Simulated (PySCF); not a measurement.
**C3H11NSi3: electronic excitations**

Aim: predict the electronic excitations of C3H11NSi3 (`C[Si@@]([SiH3])(C#N)C[SiH3]`).

The runs use PySCF 2.14.0, with density-fitted response routines of our own; the level of theory stands in each step. All values are computed, except where a source is named. Atoms count from 0, in the outputs and in this text.

**1. Starting geometry**

18 atoms, charge 0, multiplicity 1; geometry from: GFN2-xTB.

Bonds of the start (Å): C0–Si1 1.91, Si1–Si2 2.32, Si1–C3 1.88, C3–N4 1.15, Si1–C5 1.91, C5–Si6 1.90, C0–H7 1.09, C0–H8 1.09, C0–H9 1.09, Si2–H10 1.47, Si2–H11 1.47, Si2–H12 1.46, C5–H13 1.09, C5–H14 1.09, Si6–H15 1.46, Si6–H16 1.47, Si6–H17 1.46.

**2. TDDFT and polarisability: CAM-B3LYP/def2-SVPD**

What the job is given:

```
{"job": {"kind": "uv", "xc": "CAM-B3LYP", "basis": "def2-SVPD", "nstates": 8, "ntriplets": 3}, "charge": 0, "multiplicity": 1}
C      0.053272     0.574288     1.972210
Si    -0.558607     0.492260     0.167793
Si    -2.029010    -1.255164    -0.253260
C     -1.445614     2.130254    -0.090648
N     -2.005232     3.114710    -0.271248
C      0.931370     0.587474    -1.027859
Si     2.160309    -0.858847    -0.919461
H      0.588306    -0.333571     2.236244
H      0.726479     1.411979     2.134941
H     -0.776236     0.681467     2.665839
H     -1.538012    -2.506791     0.332345
H     -2.197557    -1.486279    -1.690562
H     -3.359334    -1.012295     0.309802
H      0.552688     0.642032    -2.049926
H      1.472016     1.520347    -0.860229
H      3.212204    -0.689955    -1.924338
H      1.436270    -2.111613    -1.156418
H      2.767929    -0.893981     0.413120
```

With the program's defaults for keys left out, this is: TDDFT CAM-B3LYP/def2-SVPD, vertical, gas phase, core orbitals frozen in the response.

Run with:

```bash
OMP_NUM_THREADS=1 python probes_run.py task.json out
```

This one command runs all jobs of the session in turn.

Log:

```text
coarse grid: 16016 points
cycle   1  E = -1043.4814629540  dE =  2.293e-01  |g| = 4.988e-01  |ddm| = 5.404e+00
cycle   2  E = -1043.4313780547  dE =  5.008e-02  |g| = 7.282e-01  |ddm| = 1.492e+00
cycle   3  E = -1043.5487657486  dE = -1.174e-01  |g| = 1.229e-01  |ddm| = 8.551e-01
cycle   4  E = -1043.5519664812  dE = -3.201e-03  |g| = 4.271e-02  |ddm| = 1.877e-01
cycle   5  E = -1043.5524133807  dE = -4.469e-04  |g| = 7.412e-03  |ddm| = 7.327e-02
cycle   6  E = -1043.5524300977  dE = -1.672e-05  |g| = 1.685e-03  |ddm| = 1.517e-02
cycle   7  E = -1043.5524309672  dE = -8.695e-07  |g| = 4.690e-04  |ddm| = 3.919e-03
final grid: 139488 points
cycle   8  E = -1043.6945653395  dE = -2.100e-05  |g| = 2.526e-03  |ddm| = 5.469e-02
cycle   9  E = -1043.6945656353  dE = -2.958e-07  |g| = 2.414e-03  |ddm| = 8.670e-03
cycle  10  E = -1043.6945670929  dE = -1.458e-06  |g| = 3.677e-04  |ddm| = 3.054e-03
cycle  11  E = -1043.6945671098  dE = -1.691e-08  |g| = 2.726e-04  |ddm| = 5.882e-04
cycle  12  E = -1043.6945671253  dE = -1.542e-08  |g| = 3.529e-05  |ddm| = 3.555e-04
cycle  13  E = -1043.6945671257  dE = -3.997e-10  |g| = 7.340e-06  |ddm| = 7.210e-05
converged SCF energy = -1043.6945671257

Static polarisability (au): isotropic 120.395, principal 107.799 120.116 133.271

Singlet excitations
state   eV       nm        f      main configurations
  1   6.9277    179.0   0.01993   H->L 0.41, H->L+1 0.27
  2   7.0337    176.3   0.03366   H->L 0.35, H->L+1 0.25, H-1->L+1 0.08
  3   7.2109    171.9   0.04225   H-1->L 0.38, H->L+1 0.23
  4   7.5618    164.0   0.08368   H-1->L+1 0.14, H->L+2 0.10
  5   7.6283    162.5   0.02123   H-1->L+1 0.12, H-5->L+1 0.11
  6   7.8486    158.0   0.01361   H-1->L 0.25, H-3->L 0.10
  7   7.9837    155.3   0.08836   H-1->L+1 0.27, H-2->L 0.19, H-2->L+1 0.09
  8   8.0402    154.2   0.08402   H->L+2 0.26, H-2->L 0.22, H-1->L+1 0.14

Triplet excitations (Tamm-Dancoff, eV): 5.8906 6.2758 6.3055
```

Run time: 2.4 min. Hardware: 1 thread of Arm Neoverse N1, shared host; peak memory 1.1 GiB.

The orbitals next to the gap, with their largest atomic shares:

| orbital | eV | atoms |
| --- | --- | --- |
| HOMO−3 | -11.31 | N4 22 %, Si6 17 %, C3 16 % |
| HOMO−2 | -10.86 | C5 26 %, Si6 18 %, N4 9 % |
| HOMO−1 | -10.34 | C5 22 %, C0 14 %, Si1 14 % |
| HOMO | -9.91 | Si2 25 %, Si1 23 %, C5 11 % |
| LUMO | 0.33 | Si1 19 %, Si2 17 %, C3 12 % |
| LUMO+1 | 0.48 | Si1 18 %, Si2 16 %, C3 11 % |
| LUMO+2 | 0.76 | Si2 25 %, Si6 15 %, H10 8 % |

With each of the 8 states as a Gaussian band of 0.4 eV half-width at 1/e, the curve within the window shown has maxima at 158 nm (ε 9,300) L/(mol cm). Beyond the last state computed it falls off for lack of states. The curve at chosen wavelengths:

nm, ε (L/mol/cm) and a bar:
```
      149       3790 ############
      151       5696 ##################
      153       7462 ########################
      155       8704 ############################
      157       9253 ##############################
      158       9286 ##############################
      160       8994 #############################
      162       8419 ###########################
      164       7743 #########################
      166       7077 #######################
      168       6467 #####################
      170       5923 ###################
      172       5422 #################
      173       5178 ################
      175       4673 ###############
      177       4126 #############
      179       3531 ###########
      181       2910 #########
      183       2298 #######
      185       1736 #####
      187       1254 ####
      188       1048 ###
      190        709 ##
      192        459 #
      194        286 
      196        171
```

Leading natural transition orbitals of singlet state 7: the hole lies on C5 32 %; Si1 13 %; N4 12 %; the particle on Si1 18 %; C3 15 %; N4 13 %.

Leading natural transition orbitals of singlet state 1: the hole lies on N4 26 %; Si1, Si2 about 15 % each; C3 15 %; the particle on C3 24 %; N4 22 %; Si1 17 %.

Ground-state properties from the same run:

```csv
property,computed
dipole moment (D),3.81
polarisability (Å³),17.84
HOMO–LUMO gap (eV),10.24
−ε(HOMO) (eV),9.91
```

Orbitals, density, ELF and potential are computed afterwards from the orbital file.

Frontier orbitals at CAM-B3LYP/def2-SVPD, with the share of their density that lies nearest to each atom:

```
orbital  energy (eV)                                    lies on
   HOMO        -9.91  Si1, Si2 about 23 % each; C5 10 %; N4 9 %
   LUMO         0.33                 Si1 16 %; C3 13 %; N4 11 %
```

ELF in a plane through or near 4 of the atoms.

Ten even steps from ' ' (0.00) to '@' (1.00):
```
                                                        
                                                        
                                                        
                          ==**==                        
                        **@@@@@@::                      
                        ##@@@@@@--::==::                
              ::::      ::##@@####@@@@%%::              
            **@@@@##    ..++--%%**@@@@%%--              
          ::%%@@@@@@**  ..++##********--                
          ::%%@@@@@@%%    ..--==::..                    
            ==%%@@%%--        ....                      
              ::====--..      ..::......--==..          
              ++@@@@@@++    --**##==::++%%@@**          
            ..%%@@@@@@++  ::@@@@@@@@==++%%@@**          
              **@@@@%%..  --@@@@@@@@==::==++::          
              ..--++::    ::%%@@@@%%::  ....            
                            ::====::                    
                                                        
                                                        
                                                        
```
The map spans 12.7 Å across and 10.8 Å up, centred on the molecule. Atoms in the plane (x, y in Å): C0 (0.7, 1.5), H8 (0.3, 2.4), H10 (1.0, -2.4), H17 (-2.6, 0.5).

log10 of the density (e/Å³) in the same plane.

Values, 10 rows by 14 columns:
```
-4.0 -4.0 -4.0 -4.0 -4.0 -4.0 -4.0 -4.0 -4.0 -4.0 -4.0 -4.0 -4.0 -4.0
-4.0 -4.0 -4.0 -4.0 -4.0 -4.0 -3.4 -3.0 -3.2 -3.8 -4.0 -4.0 -4.0 -4.0
-4.0 -4.0 -4.0 -4.0 -3.8 -3.2 -1.8 -0.8 -1.5 -2.2 -3.1 -4.0 -4.0 -4.0
-4.0 -4.0 -3.5 -2.7 -2.2 -2.4 -1.2  0.1 -0.1 -0.8 -2.2 -3.9 -4.0 -4.0
-4.0 -3.9 -2.5 -1.3 -0.2 -1.1 -1.2 -0.1 -0.2 -1.0 -2.3 -3.9 -4.0 -4.0
-4.0 -3.5 -2.3 -1.2 -0.4 -1.0 -1.8 -1.4 -1.2 -1.7 -2.2 -3.0 -3.9 -4.0
-4.0 -3.9 -2.7 -1.8 -0.8 -0.9 -1.9 -1.2 -0.5 -0.9 -1.1 -2.1 -3.2 -4.0
-4.0 -4.0 -3.6 -2.6 -1.7 -1.7 -2.2 -1.0 -0.1 -0.9 -1.5 -2.3 -3.4 -4.0
-4.0 -4.0 -4.0 -3.7 -3.1 -3.1 -3.0 -2.1 -1.7 -2.1 -2.6 -3.3 -4.0 -4.0
-4.0 -4.0 -4.0 -4.0 -4.0 -4.0 -4.0 -3.7 -3.4 -3.7 -4.0 -4.0 -4.0 -4.0
```
The map spans 12.7 Å across and 10.8 Å up, centred on the molecule. Atoms in the plane (x, y in Å): C0 (0.7, 1.5), H8 (0.3, 2.4), H10 (1.0, -2.4), H17 (-2.6, 0.5).

On the surface of density 0.002 e/bohr³ the electrostatic potential runs, from the 1st to the 99th percentile, from -1.73 V near N4 to 1.37 V near H7.

**3. What came out**

| quantity | value |
| --- | --- |
| lowest singlet (CAM-B3LYP/def2-SVPD) | 6.93 eV (179 nm), f = 0.020 |
| brightest single state of those computed | state 7, 7.98 eV, f = 0.088 |
| lowest triplet | 5.89 eV |
| surface potential, 1st and 99th percentile | -1.73 V and 1.37 V |

In words: The first singlet state (HOMO→LUMO 0.41, HOMO→LUMO+1 0.27) lies at 6.93 eV and is weak; of the 8 states computed, the strongest absorption comes from state 7 at 7.98 eV (the last state computed is bright too, and its partners may lie past the list). The lowest triplet lies 1.04 eV below the lowest singlet (triplets in Tamm-Dancoff, singlets in full TDDFT).
